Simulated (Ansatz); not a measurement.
# GeH₄NO radical: one species, many methods

The task here is to estimate one member of a computed series from the others.

Computed with Ansatz 0.2.0, Gaussian basis. Level: functionals in def2-TZVPP, the program's frozen cores in correlated methods.

The runs, in order: LDA (SPW92), PBE-D4, revPBE-D4, BLYP-D4, r2SCAN-D4, B97M-V, PBE0-D4, B3LYP-D4, r2SCANh-D4, r2SCAN0-D4, HSE06-D4, BHLYP-D4, CAM-B3LYP-D4, LC-ωPBE, ωB97X-V, ωB97M-V, B2PLYP, PBE-QIDH; CCSD(T)/def2-SVP; CCSD(T)/def2-TZVPP; MP2/def2-QZVPP; extrapolation to the limit; RPA on PBE.

### The relaxed structure

An earlier PBE0-D4 in a triple-zeta def2 set relaxation fixed the geometry.

SMILES `[NH2][GeH2][O]`, 7 atoms, charge 0, spin multiplicity 2.

Atoms are counted from 1 here; the program's logs count them from 0.

Bond lengths: N1–Ge2 1.817 Å, N1–H4 1.008 Å, N1–H5 1.008 Å, Ge2–O3 1.793 Å, Ge2–H6 1.535 Å, Ge2–H7 1.543 Å. Angles: Ge2–N1–H4 118.3°, Ge2–N1–H5 116.8°, H4–N1–H5 110.9°, N1–Ge2–O3 110.0°, N1–Ge2–H6 107.3°, N1–Ge2–H7 115.6°, O3–Ge2–H6 110.1°, O3–Ge2–H7 99.3°, H6–Ge2–H7 114.2°.

Geometry (Å):

```xyz
7
GeH4NO
N    -1.01365    0.10046   -0.53257
Ge    0.55329   -0.08948    0.36829
O     0.81499   -1.81320    0.78791
H    -1.02820   -0.11875   -1.51611
H    -1.54873    0.93307   -0.34233
H     0.45067    0.75532    1.64540
H     1.83282    0.16459   -0.45630
```

Set-up of the first run:

Contents of in.yaml:

```yaml
crystal:
  periodic: [false, false, false]
  atoms:
    - {symbol: N, position_ang: [-1.013648, 0.100460, -0.532571]}
    - {symbol: Ge, position_ang: [0.553295, -0.089484, 0.368294]}
    - {symbol: O, position_ang: [0.814994, -1.813202, 0.787913]}
    - {symbol: H, position_ang: [-1.028202, -0.118748, -1.516112]}
    - {symbol: H, position_ang: [-1.548727, 0.933066, -0.342326]}
    - {symbol: H, position_ang: [0.450672, 0.755316, 1.645402]}
    - {symbol: H, position_ang: [1.832816, 0.164590, -0.456302]}
basis:
  gaussian: {orbitals: def2-TZVPP}
magnetization: {spin_polarized: true, initial_magnetization: 1}
hamiltonian: {xc: lda}
output: {orbitals: {seedname: orbitals}}
```

Command:

```
ansatz run in.yaml --threads 4 --pin off --events-out ev --progress --plain --max-ram 10444MiB
```

Steps of the session up to this table: LDA; PBE-D4 (GGA); revPBE-D4 (GGA); BLYP-D4 (GGA); r2SCAN-D4 (meta-GGA); B97M-V (meta-GGA); B3LYP-D4 (hybrid); r2SCANh-D4 (hybrid); r2SCAN0-D4 (hybrid); HSE06-D4 (hybrid); BHLYP-D4 (hybrid); CAM-B3LYP-D4 (range-separated); LC-ωPBE (range-separated); ωB97X-V (range-separated); ωB97M-V (range-separated); B2PLYP (double hybrid); PBE-QIDH (double hybrid).

One table of the session follows, with a row left open; its other results are not shown here.

It belongs to the step «Orbital energies across the functionals». 

```
  functional  HOMO (eV)  LUMO (eV)  gap (eV)
 LDA (SPW92)          ?          ?         ?
      PBE-D4      -6.24      -5.67      0.58
   revPBE-D4      -6.18      -5.52      0.66
     BLYP-D4      -6.13      -5.64      0.49
   r2SCAN-D4      -6.55      -4.93      1.63
      B97M-V      -6.67      -4.91      1.76
     PBE0-D4      -7.70      -3.83      3.86
    B3LYP-D4      -7.45      -4.42      3.03
  r2SCANh-D4      -7.10      -4.27      2.83
  r2SCAN0-D4      -7.92      -3.28      4.64
    HSE06-D4      -7.29      -4.24      3.05
    BHLYP-D4      -9.08      -2.05      7.03
CAM-B3LYP-D4      -9.14      -2.73      6.42
     LC-ωPBE     -10.56      -1.22      9.34
     ωB97X-V     -10.18      -1.59      8.59
     ωB97M-V     -10.07      -1.61      8.46
```

**Question.** Estimate the row for LDA (SPW92).

As computed: HOMO (eV): -6.42; LUMO (eV): -6.14; gap (eV): 0.28. In the column «HOMO (eV)» it lies between r2SCAN-D4 (-6.55) and PBE-D4 (-6.24).
